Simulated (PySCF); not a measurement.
# C2H6Be: the cost of one run

Computed with PySCF 2.14.0. Level: levels as typed in each script, gas phase, geometry from GFN2-xTB.

## 1. The system as given

SMILES `C[Be]C`, 9 atoms, charge 0, spin multiplicity 1.

Bond lengths: C1–Be2 1.725 Å, C1–H4 1.091 Å, C1–H5 1.090 Å, C1–H6 1.091 Å, Be2–C3 1.725 Å, C3–H7 1.091 Å, C3–H8 1.091 Å, C3–H9 1.090 Å. Angles: Be2–C1–H4 114.1°, Be2–C1–H5 114.1°, Be2–C1–H6 114.1°, H4–C1–H5 104.5°, H4–C1–H6 104.5°, H5–C1–H6 104.5°, C1–Be2–C3 179.9°, Be2–C3–H7 114.1°, Be2–C3–H8 114.1°, Be2–C3–H9 114.1°, H7–C3–H8 104.5°, H7–C3–H9 104.5°, H8–C3–H9 104.5°.

Coordinates:

```xyz
9

C     1.7249   -0.0002    0.0000
Be    0.0000    0.0008    0.0000
C    -1.7250   -0.0002    0.0000
H     2.1701    0.7579    0.6455
H     2.1701   -0.9381    0.3336
H     2.1701    0.1801   -0.9792
H    -2.1701    0.4684   -0.8785
H    -2.1701    0.5265    0.8449
H    -2.1701   -0.9950    0.0336
```

## 2. Density, bond paths and surface potential (PBE0/def2-tzvp)

File input.py:

```python
import numpy as np
from pyscf import gto, scf, dft
from pyscf.scf import atom_ks, atom_hf
from scipy.linalg import block_diag

def solve(mol, dm0=None, hcore=None):
    mf = (dft.UKS if mol.spin else dft.RKS)(mol, xc='pbe0')
    mf.grids.level = 3
    mf = mf.density_fit(auxbasis='def2-universal-jkfit')
    mf.conv_tol, mf.max_cycle = 1e-8, 80
    if hcore is not None:
        mf.get_hcore = lambda *args: hcore
    mf.kernel(dm0)
    if not mf.converged:
        mf = mf.newton().run(mf.mo_coeff, mf.mo_occ, max_cycle=30)
    assert mf.converged, 'SCF not converged'
    return mf

mol = gto.M(atom='''
C      1.72495    -0.00023     0.00001
Be     0.00001     0.00076     0.00001
C     -1.72496    -0.00023     0.00001
H      2.17007     0.75786     0.64551
H      2.17007    -0.93806     0.33356
H      2.17007     0.18006    -0.97917
H     -2.17008     0.46838    -0.87851
H     -2.17007     0.52654     0.84488
H     -2.17008    -0.99504     0.03356
''', basis='def2-tzvp', charge=0, spin=0, verbose=4)
mf = solve(mol)
mf.analyze()
# spherically averaged free atoms, for the promolecule
atm = atom_ks.get_atm_nrks(mol, xc='pbe0')
pro = block_diag(*[(atm[a[0]][2] * atm[a[0]][3]) @ atm[a[0]][2].T for a in mol._atom])
np.savez('result.npz', e=mf.e_tot, c=mf.mo_coeff, occ=mf.mo_occ, eps=mf.mo_energy, pro=pro, dip=mf.dip_moment(verbose=0), s2=mf.spin_square()[0])
```

Run with:

```bash
OMP_NUM_THREADS=1 python input.py
```

What time and memory should one allow on 1 thread of AMD EPYC 9R45 (Zen 5), shared host?

About 3 s, with a peak of 0.44 GiB.
